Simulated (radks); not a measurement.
**Hg⁴⁺ in [Kr] 4d10 4f14 5s2 5p5.5 5d8 5f0.5: an all-electron calculation**

An exercise on one series of results from a longer session: the logs are not shown, and one member is left open.

The numbers are computed with radks (a radial shooting solver on a logarithmic mesh, Libxc functionals) version 1 (scalar-relativistic Kohn-Sham, RPBE, spin-unpolarised, spherical densities, finite nucleus), except any that are marked as measured or tabulated.

## The atom as given

```
element            : mercury (Z = 80)
charge             : +4
electrons          : 76
configuration      : [Kr] 4d10 4f14 5s2 5p5.5 5d8 5f0.5
nuclear rms radius : 5.4648 fm
```

The first run:

The run's settings:

```text
Z 80
configuration [Kr] 4d10 4f14 5s2 5p5.5 5d8 5f0.5
relativity scalar-relativistic
functional rpbe,pbe
spin unpolarised
nucleus finite rms 5.4648 fm
c 137.035999084
```

One of the session's tables, all rows but one given; the rest of the session is left out.

It belongs to the step «Orbitals and density». From the orbitals of this run (lengths in bohr):

| level | <r> | outermost maximum (interpolated) | 90 % within | nodes |
| --- | --- | --- | --- | --- |
| 1s | 0.01659 | 0.0102 | 0.0304 | 0 |
| 2s | 0.06993 | 0.0592 | 0.109 | 1 |
| 2p | 0.06328 | 0.0491 | 0.103 | 0 |
| 3s | 0.1807 | 0.167 | 0.265 | 2 |
| 3p | 0.1821 | 0.166 | 0.272 | 1 |
| 3d | 0.1650 | 0.135 | 0.256 | 0 |
| 4s | 0.3992 | 0.376 | 0.572 | 3 |
| 4p | 0.4253 | 0.396 | 0.616 | 2 |
| 4d | ? | ? | ? | ? |
| 5s | 0.8952 | 0.826 | 1.27 | 4 |
| 4f | 0.4813 | 0.366 | 0.769 | 0 |
| 5p | 1.021 | 0.923 | 1.47 | 3 |
| 5d | 1.315 | 1.12 | 1.96 | 2 |
| 5f | 2.947 | 2.51 | 4.52 | 1 |

**Question.** Estimate the row for 4d.

**Answer.** <r>: 0.4487; outermost maximum (interpolated): 0.403; 90 % within: 0.669; nodes: 1. In the column «<r>» it lies between 4p (0.4253) and 4f (0.4813).
